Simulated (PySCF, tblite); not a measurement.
# C5H7ClN2Si: geometry, infrared bands and NMR shifts

Wanted: the infrared bands and NMR shifts of C5H7ClN2Si (`ClC[SiH2]c1ncccn1`), by calculation.

Computed with tblite 0.8.0 and PySCF 2.14.0, with density-fitted response routines of our own, on a single molecule in the gas phase. Atoms count from 0, in the outputs and in this text.

## 1. Starting geometry

16 atoms, charge 0, multiplicity 1; geometry from: force field or distance geometry start.

Bonds of the start (Å): Cl0–C1 1.79, C1–Si2 1.84, Si2–C3 1.87, C3–N4 1.36, N4–C5 1.35, C5–C6 1.37, C6–C7 1.38, C7–N8 1.34, N8–C3 1.34, C1–H9 1.11, C1–H10 1.09, Si2–H11 1.49, Si2–H12 1.50, C5–H13 1.08, C6–H14 1.08, C7–H15 1.09.

## 2. Relaxing the molecule with GFN2-xTB

What the job is given:

```
{"job": {"kind": "relax", "xc": "GFN2-xTB", "basis": "xTB"}, "charge": 0, "multiplicity": 1}
Cl     4.380600    -0.463700     0.289600
C      2.634400    -0.802400     0.051700
Si     1.663800     0.734600     0.307700
C     -0.155200     0.391100     0.058100
N     -0.509600    -0.885600    -0.229000
C     -1.831400    -1.112100    -0.405600
C     -2.787300    -0.133700    -0.284000
C     -2.318100     1.124000     0.034500
N     -1.015900     1.404800     0.209800
H      2.359600    -1.584700     0.784800
H      2.515200    -1.215500    -0.948100
H      2.103700     1.781000    -0.660900
H      1.893400     1.285000     1.684500
H     -2.089900    -2.136500    -0.648900
H     -3.842700    -0.335400    -0.416600
H     -3.008100     1.958200     0.161000
```

Launch:

```bash
OMP_NUM_THREADS=1 python probes_run.py task.json out
```

The driver reads the jobs from task.json and runs them one after another.

**Question.** This job is followed by: GFN2-xTB harmonic vibrations, gas phase; GIAO PBE0/pcSseg-1 NMR shielding, non-relativistic, gas phase. Predict these results of the whole session: strongest single infrared mode (GFN2-xTB); zero-point energy (GFN2-xTB); ¹³C shifts against TMS (PBE0/pcSseg-1, means over atoms taken as alike); ¹H shifts against TMS (PBE0/pcSseg-1, means over atoms taken as alike); ³⁵Cl shifts against HCl (PBE0/pcSseg-1); ²⁹Si shifts against TMS (PBE0/pcSseg-1); ¹⁵N shifts against NH3 (PBE0/pcSseg-1, means over atoms taken as alike); surface potential, 1st and 99th percentile.

**Answer**, as computed:

```
                                                               quantity                          value
                              strongest single infrared mode (GFN2-xTB)          2266 cm⁻¹, 321 km/mol
                                           zero-point energy (GFN2-xTB)                  67.4 kcal/mol
¹³C shifts against TMS (PBE0/pcSseg-1, means over atoms taken as alike)  182.3, 161.5, 126.0, 29.7 ppm
 ¹H shifts against TMS (PBE0/pcSseg-1, means over atoms taken as alike)     9.01, 7.26, 4.78, 3.56 ppm
                                ³⁵Cl shifts against HCl (PBE0/pcSseg-1)                         -7 ppm
                                ²⁹Si shifts against TMS (PBE0/pcSseg-1)                      -49.0 ppm
¹⁵N shifts against NH3 (PBE0/pcSseg-1, means over atoms taken as alike)                      353.1 ppm
                                  surface potential, 1st and 99th percentile             -1.23 V and 1.38 V
```

What this shows: Relaxing lowered the energy by 0.167 eV in 19 steps; the close pair that moved most is C1–Si2, from 1.836 to 1.910 Å. All 42 modes are real, so the xTB geometry is a minimum. The strongest single mode, at 2266 cm⁻¹, moves mainly H11 and H12. Unscaled tight-binding wavenumbers are off by several per cent, some by more. Its intensities can rank the bands wrongly. At PBE0/pcSseg-1: Shielding is most anisotropic at N4, N8 (span 651 ppm, paramagnetic term -418 ppm). NICS(1)zz of -27 ppm above the planar ring from C3 marks a diatropic (aromatic) ring current. At PBE0/pcSseg-1, counted by nearest atom on the grid, the HOMO lies on N4, N8 about 36 % each, the LUMO on C5 25 %; N8 24 %.
